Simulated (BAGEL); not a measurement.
**HF/aug-cc-pVDZ (density fitting with qzvpp-jkfit) run of GaNH3F (SMILES [NH2][GaH][F])**

Aim: the vertical singlet–triplet gap of GaNH3F at HF/aug-cc-pVDZ (density fitting with qzvpp-jkfit), from 2 runs. 

The calculation is run with BAGEL 1.2.2.

2 further runs of the same task are left out: 1 that didn't finish, 1 set aside as unsound or not needed.

### Step 1. The system as given

GaNH3F has 6 atoms, charge 0, and is taken as a singlet. SMILES: `[NH2][GaH][F]`. The shape comes from GFN2-xTB, which is rough for such elements, and wasn't checked as a minimum.

Bond lengths: N1–Ga2 1.821 Å, Ga2–F3 1.739 Å, N1–H4 1.012 Å, N1–H5 1.016 Å, Ga2–H6 1.519 Å. Angles: N1–Ga2–F3 113.9°, N1–Ga2–H6 131.7°, F3–Ga2–H6 114.2°, Ga2–N1–H4 124.3°, Ga2–N1–H5 116.8°, H4–N1–H5 109.3°.

### Step 2. The energy at HF/aug-cc-pVDZ (density fitting with qzvpp-jkfit)

job.json reads:

```json
{ "bagel": [

{
  "title": "molecule",
  "basis": "aug-cc-pvdz.json",
  "df_basis": "qzvpp-jkfit",
  "angstrom": true,
  "geometry": [
    { "atom": "N", "xyz": [   -0.697790,    0.231100,   -0.723710 ] },
    { "atom": "Ga", "xyz": [    0.403260,   -0.094600,    0.689280 ] },
    { "atom": "F", "xyz": [    1.149290,   -1.664870,    0.653660 ] },
    { "atom": "H", "xyz": [   -1.011610,    1.151980,   -1.000660 ] },
    { "atom": "H", "xyz": [   -0.562460,   -0.341490,   -1.551780 ] },
    { "atom": "H", "xyz": [    0.719320,    0.717880,    1.933200 ] }
  ]
},
{ "title": "hf" },
{ "title": "print", "file": "orbitals.molden", "orbitals": true }

]}
```

The basis set aug-cc-pVDZ is read from a file made from the Basis Set Exchange's data (not shown).

Started as:

```
BAGEL_NUM_THREADS=1 BAGEL job.json > job.out
```

Output:

```text
* using 1 threads per process

  ===============================================================
  ===============================================================

  *** Geometry ***

  { "atom" : "N", "xyz" : [     -1.318632,      0.436716,     -1.367614 ] },
  { "atom" : "Ga", "xyz" : [      0.762051,     -0.178768,      1.302550 ] },
  { "atom" : "F", "xyz" : [      2.171843,     -3.146148,      1.235238 ] },
  { "atom" : "H", "xyz" : [     -1.911666,      2.176927,     -1.890973 ] },
  { "atom" : "H", "xyz" : [     -1.062895,     -0.645323,     -2.932439 ] },
  { "atom" : "H", "xyz" : [      1.359318,      1.356597,      3.653219 ] },

  Number of auxiliary basis functions:      474

  Since a DF basis is specified, we compute 2- and 3-index integrals:
    o Being stored without compression. Storage requirement is 0.045 GB

  Number of basis functions:      109
  Number of electrons      :       50

    * METHOD: MOLECULE                             0.73

  *** RHF ***

  === Nuclear Repulsion ===
   196.7470133965

      * DIIS with orbital gradients will be used.

  === RHF iteration (aug-cc-pvdz.json) ===
      0      -2078.34009435          0.02732015           0.25
      1      -2078.62509046          0.02469670           0.19
      2      -2078.93153628          0.00254746           0.21
      3      -2078.93550328          0.00042313           0.18
      4      -2078.93563653          0.00010529           0.19
      5      -2078.93564590          0.00002641           0.19
      6      -2078.93564669          0.00001163           0.20
      7      -2078.93564683          0.00000579           0.19
      8      -2078.93564686          0.00000153           0.19
      9      -2078.93564686          0.00000037           0.19
     10      -2078.93564686          0.00000010           0.22
     11      -2078.93564686          0.00000003           0.20
     12      -2078.93564686          0.00000001           0.21
    * SCF iteration converged.

    * Permanent dipole moment:
           (    0.294849,    -1.035089,     0.312215) a.u.

    * METHOD: HF                                   3.23

    * METHOD: PRINT                                0.03

  ===============================================================
```

Wall time 4.5 s (1 thread of Intel Xeon at 2.50GHz (Skylake/Cascade Lake), shared host); peak memory 0.15 GiB.

### Step 3. The triplet

job.json reads:

```json
{ "bagel" : [

{
  "title" : "molecule",
  "basis" : "aug-cc-pvdz.json",
  "df_basis" : "qzvpp-jkfit",
  "angstrom" : "true",
  "geometry" : [
    { "atom" : "N", "xyz" : [      -0.697790,       0.231100,      -0.723710 ] },
    { "atom" : "Ga", "xyz" : [       0.403260,      -0.094600,       0.689280 ] },
    { "atom" : "F", "xyz" : [       1.149290,      -1.664870,       0.653660 ] },
    { "atom" : "H", "xyz" : [      -1.011610,       1.151980,      -1.000660 ] },
    { "atom" : "H", "xyz" : [      -0.562460,      -0.341490,      -1.551780 ] },
    { "atom" : "H", "xyz" : [       0.719320,       0.717880,       1.933200 ] }
  ]
},

{ "title" : "uhf", "nopen" : 2 },

{ "title" : "print", "file" : "orbitals.molden", "orbitals" : "true" }

]}
```

The basis set aug-cc-pVDZ is read from a file made from the Basis Set Exchange's data (not shown).

Started as:

```
BAGEL_NUM_THREADS=1 BAGEL job.json > job.out
```

Output:

```text
* using 1 threads per process

  ===============================================================
  ===============================================================

  *** Geometry ***

  { "atom" : "N", "xyz" : [     -1.318632,      0.436716,     -1.367614 ] },
  { "atom" : "Ga", "xyz" : [      0.762051,     -0.178768,      1.302550 ] },
  { "atom" : "F", "xyz" : [      2.171843,     -3.146148,      1.235238 ] },
  { "atom" : "H", "xyz" : [     -1.911666,      2.176927,     -1.890973 ] },
  { "atom" : "H", "xyz" : [     -1.062895,     -0.645323,     -2.932439 ] },
  { "atom" : "H", "xyz" : [      1.359318,      1.356597,      3.653219 ] },

  Number of auxiliary basis functions:      474

  Since a DF basis is specified, we compute 2- and 3-index integrals:
    o Being stored without compression. Storage requirement is 0.045 GB

  Number of basis functions:      109
  Number of electrons      :       50

    * METHOD: MOLECULE                             0.82

  *** Open-shell HF ***

  === Nuclear Repulsion ===
   196.7470133965

      * DIIS with orbital gradients will be used.

  === UHF iteration (aug-cc-pvdz.json) ===
      0      -2078.01558739          0.05074330           0.36
      1      -2078.07724204          0.06550207           0.38
      2      -2078.12828601          0.04886910           0.37
      3      -2078.67091583          0.01334165           0.41
      4      -2078.71669609          0.00666832           0.43
      5      -2078.73674565          0.00456821           0.37
      6      -2078.75606553          0.00207007           0.41
      7      -2078.76037124          0.00165481           0.40
      8      -2078.76413477          0.00089545           0.38
      9      -2078.76465555          0.00066617           0.39
     10      -2078.76559738          0.00042734           0.40
     11      -2078.76583692          0.00036635           0.36
     12      -2078.76646303          0.00028562           0.38
     13      -2078.76684752          0.00021400           0.39
     14      -2078.76714136          0.00014278           0.37
     15      -2078.76717459          0.00008973           0.34
     16      -2078.76721770          0.00007365           0.39
     17      -2078.76721820          0.00005412           0.47
     18      -2078.76722471          0.00002154           0.43
     19      -2078.76722626          0.00001433           0.38
     20      -2078.76722692          0.00000990           0.35
     21      -2078.76722730          0.00000617           0.37
     22      -2078.76722740          0.00000400           0.37
     23      -2078.76722742          0.00000220           0.39
     24      -2078.76722743          0.00000157           0.40
     25      -2078.76722744          0.00000094           0.37
     26      -2078.76722744          0.00000065           0.39
     27      -2078.76722744          0.00000048           0.42
     28      -2078.76722744          0.00000036           0.33
     29      -2078.76722744          0.00000024           0.34
     30      -2078.76722744          0.00000018           0.35
     31      -2078.76722744          0.00000014           0.45
     32      -2078.76722744          0.00000008           0.37
     33      -2078.76722744          0.00000005           0.41
     34      -2078.76722744          0.00000003           0.40
     35      -2078.76722744          0.00000002           0.53
     36      -2078.76722744          0.00000002           0.35
     37      -2078.76722744          0.00000001           0.44
     38      -2078.76722744          0.00000001           0.38
    * SCF iteration converged.

    * S^2 (UHF) is 2.0126

    * Permanent dipole moment:
           (    2.487887,    -0.403345,     0.905735) a.u.

    * METHOD: UHF                                 15.81

    * METHOD: PRINT                                0.02

  ===============================================================
```

Wall time 17 s (1 thread of Intel Xeon at 2.50GHz (Skylake/Cascade Lake), shared host); peak memory 0.15 GiB.

### Step 4. Summary of results

Level: HF/aug-cc-pVDZ (density fitting with qzvpp-jkfit).

| quantity | value |
| --- | --- |
| singlet: total energy | -2078.93565 Eh |
| singlet: dipole moment | 2.85 D |
| singlet: HOMO energy | -11.26 eV |
| singlet: LUMO energy | 0.75 eV |
| singlet: HOMO–LUMO gap | 12.01 eV |
| triplet: total energy | -2078.76723 Eh |
| triplet: dipole moment | 6.81 D |
| triplet: ⟨S²⟩ | 2.013 |
| vertical energy of the triplet above the singlet | 4.583 eV |

At this shape the triplet lies 4.58 eV (106 kcal/mol) above the singlet.
